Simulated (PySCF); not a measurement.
# C3H7FGeO2: the cost of one run

Computed with PySCF 2.14.0, with density-fitted response routines of our own, on a single molecule in the gas phase. Atoms count from 0, in the outputs and in this text.

### 1 Starting geometry

14 atoms, charge 0, multiplicity 1; geometry from: GFN2-xTB.

Bonds of the start (Å): F0–C1 1.40, C1–O2 1.37, O2–C3 1.42, C3–O4 1.39, O4–C5 1.42, C5–Ge6 1.98, C5–C1 1.52, C1–H7 1.09, C3–H8 1.11, C3–H9 1.10, C5–H10 1.10, Ge6–H11 1.49, Ge6–H12 1.49, Ge6–H13 1.48.

### 2 Excited states and response: wB97X-D/def2-SVPD

What the job is given:

```
{"job": {"kind": "uv", "xc": "wB97X-D", "basis": "def2-SVPD", "nstates": 8, "ntriplets": 3}, "charge": 0, "multiplicity": 1}
F      0.143866     1.300659     1.363178
C     -0.490811     1.126047     0.128506
O     -1.783013     0.718170     0.318004
C     -1.851429    -0.675263     0.048146
O     -0.557233    -1.133276    -0.157395
C      0.203747    -0.014994    -0.591709
Ge     2.031188    -0.321036     0.100974
H     -0.446820     2.105283    -0.356589
H     -2.479926    -0.810719    -0.850712
H     -2.292967    -1.206539     0.897778
H      0.098801     0.121935    -1.675557
H      2.683297    -1.353463    -0.759065
H      2.814332     0.947531     0.015217
H      1.926291    -0.804808     1.497059
```

With the program's defaults for keys left out, this is: TDDFT wB97X-D/def2-SVPD, vertical, gas phase, core orbitals frozen in the response.

The run is started by

```console
$ OMP_NUM_THREADS=1 python probes_run.py task.json out
```

This one command runs all jobs of the session in turn.

Q: Estimate the wall time and peak memory of this job on 1 thread of Arm Neoverse V1, shared host.

About 77 s, with a peak of 0.96 GiB.
